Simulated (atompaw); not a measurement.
**Pseudopotential generation for Te: PAW (atompaw), PBEsol**

Aim: build the potential from the settings below, then test how well it stands in for the atom: scattering, ghost states and the plane-wave cutoff that it needs.

The numbers are computed with atompaw 4.2.0.5 (PBEsol, scalar-relativistic, spin-unpolarised reference atom).

## 1. Starting point

The settings as typed:

| Quantity | Value |
| --- | --- |
| element | tellurium (Te, Z = 52) |
| type | PAW |
| frozen core | [Ar] 3d10 4s2 |
| valence charge | 22 |
| reference configuration | 4p6 4d10 5s2 5p4 |
| partial waves | 5s (bound): rc 1.85 bohr; 5s channel at 3.1 Ry: rc 1.85 bohr; 4p (bound): rc 1.05 bohr; 5p (bound): rc 1.85 bohr; 4d (bound): rc 1.75 bohr; 4d channel at -2.3 Ry: rc 1.85 bohr |
| local potential | troulliermartins scheme with l = 3 at 1 Ry, radius 1.35 bohr |
| core correction | smooth core density matched at 1.20 bohr |
| augmentation charge | sinc compensation charge, radius 1.50 bohr; PAW radius 1.85 bohr; waves and projectors: custom polynom gramschmidtortho |

The outer shells as boxes (Hund's rule for the drawing; the calculation is spin-unpolarised):

```
[Ar] core
3d [↑↓][↑↓][↑↓][↑↓][↑↓]
4s [↑↓]
4p [↑↓][↑↓][↑↓]
4d [↑↓][↑↓][↑↓][↑↓][↑↓]
5s [↑↓]
5p [↑↓][↑ ][↑ ]
```

An earlier all-electron run gives the scale for the radii.

All-electron outer shells of the reference configuration (PBEsol, scalar-relativistic, ld1.x):

```
shell  level (eV)  outermost node (bohr)  outermost maximum (bohr)
   3d     -560.00                      –                      0.24
   4s     -164.15                   0.38                      0.70
   4p     -114.23                   0.38                      0.74
   4d      -41.59                   0.36                      0.81
   5s      -15.15                   0.91                      1.80
   5p       -5.97                   1.00                      2.17
```

## 2. Generation

Te.input reads:

```
Te 52
GGA-PBESOL scalarrelativistic loggrid 1500 logderivrange -10 5 376
5 5 4 0 0 0
5 1 4
0 0 0
c
c
c
c
v
c
c
v
v
c
v
2
1.85 1.50 1.35 1.20
y
3.1
n
n
y
-2.3
n
custom polynom gramschmidtortho sinc
3 1 troulliermartins
1.85
1.85
1.05
1.85
1.75
1.85
PWSCFOUT
UPFDX 0.0125d0 UPFXMIN -7.d0 UPFZMESH 52.d0
END
```

The run is started by

```bash
$ atompaw < Te.input > Te.log
```

What does the calculation give? Wanted: cutoffs for 10 and 1 mRy, occupied levels; bound ghosts; largest phase difference near zero energy, channels read; lowest eigenvalue of the overlap; share of valence orbitals outside the PAW sphere; UPF file.

The runs gave:

| quantity | value |
| --- | --- |
| cutoffs for 10 and 1 mRy, occupied levels | 80 Ry and 120 Ry |
| bound ghosts | s at -1074.52 eV |
| largest phase difference near zero energy, channels read | 0.244 rad |
| lowest eigenvalue of the overlap (Bessel basis) | 0.026 (s) |
| share of valence orbitals outside the PAW sphere | 5s 58 %, 4p 0 %, 5p 79 %, 4d 3 % |
| UPF file | written |

**Reading.** It has a bound ghost (s), a state that the atom doesn't have, and that rules the file out. It counts as hard, with 80 Ry needed at the looser tolerance. The slowest occupied level is 4p: taken alone it needs 90 Ry to come within 1 mRy, against 50 Ry for 4d. Near zero energy the largest phase difference among the channels read is 0.24 rad, in the d channel (at the energies tabulated). These are tests on the free atom; a crystal test is still owed.
